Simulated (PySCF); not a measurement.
# C₃H₂F₄Si: geometry, spin-spin couplings

Wanted: the spin-spin couplings of C₃H₂F₄Si (`C#C[Si@@H](F)C(F)(F)F`), by calculation.

Computed with PySCF 2.14.0, with density-fitted response routines of our own, on a single molecule in the gas phase. Atoms count from 0, in the outputs and in this text.

### 1 The starting structure

10 atoms, charge 0, multiplicity 1; geometry from: GFN2-xTB. The atoms were then displaced at random by about 0.01 Å, so the start is not that level's minimum.

Bonds of the start (Å): C0–C1 1.24, C1–Si2 1.85, Si2–F3 1.60, Si2–C4 1.94, C4–F5 1.35, C4–F6 1.35, C4–F7 1.34, C0–H8 1.02, Si2–H9 1.46.

### 2 Relaxing the molecule at PBE0-D3(BJ)/def2-SVP

The job: settings as JSON, then the geometry in Å.

```
{"job": {"xc": "PBE0", "basis": "def2-SVP", "d3": "d3bj", "grid": 1, "shake": 0.01, "kind": "geom"}, "charge": 0, "multiplicity": 1}
C      2.612270    -0.479820     0.097310
C      1.512250     0.077420     0.173270
Si    -0.153000     0.875090     0.290430
F     -0.242060     2.040140    -0.799240
C     -1.412250    -0.490090    -0.280040
F     -2.682490    -0.024600    -0.273940
F     -1.396970    -1.559020     0.550190
F     -1.160140    -0.955490    -1.510510
H      3.529490    -0.916450     0.032180
H     -0.556670     1.411880     1.585570
```

Started as:

```sh
OMP_NUM_THREADS=1 python probes_run.py task.json out
```

The driver reads the jobs from task.json and runs them one after another.

**Question.** This job is followed by: B3LYP/cc-pVTZ indirect spin-spin coupling, non-relativistic, gas phase; B3LYP/6-31G* indirect spin-spin coupling, non-relativistic, gas phase. What will the session give for the following? point group; rotational constants (main isotopes); largest coupling of the table (B3LYP/cc-pVTZ); range of J(C4,F5), mean over like pairs.

The runs gave:

```
                                     quantity                      value
                                  point group                         C1
         rotational constants (main isotopes)       2.34, 1.32, 1.04 GHz
largest coupling of the table (B3LYP/cc-pVTZ)  1J(Si,F) Si2–F3, 353.5 Hz
      range of J(C4,F5), mean over like pairs        -350.1 to -284.0 Hz
```

The start of the PBE0/def2-SVP relaxation was shaken at random by about 0.01 Å, so part of the energy gained, and of the first lengths quoted, undoes that. Relaxing lowered the energy by 0.160 eV in 12 steps; the close pair that moved most is C0–H8, from 1.018 to 1.076 Å. No frequency check was run at this level, so the end point may be a saddle. In the run at B3LYP/cc-pVTZ, the largest coupling of the table is Si2–F3, 353.5 Hz, of which the Fermi-contact term gives 289.4 Hz. Density functionals describe couplings to fluorine poorly, F–F couplings above all, so those rows are rough. The coupling C4–F5, as a mean over pairs of its kind, runs from -350.1 Hz (B3LYP/cc-pVTZ) to -284.0 Hz (B3LYP/6-31G*). Couplings from bases without tight functions are rough.
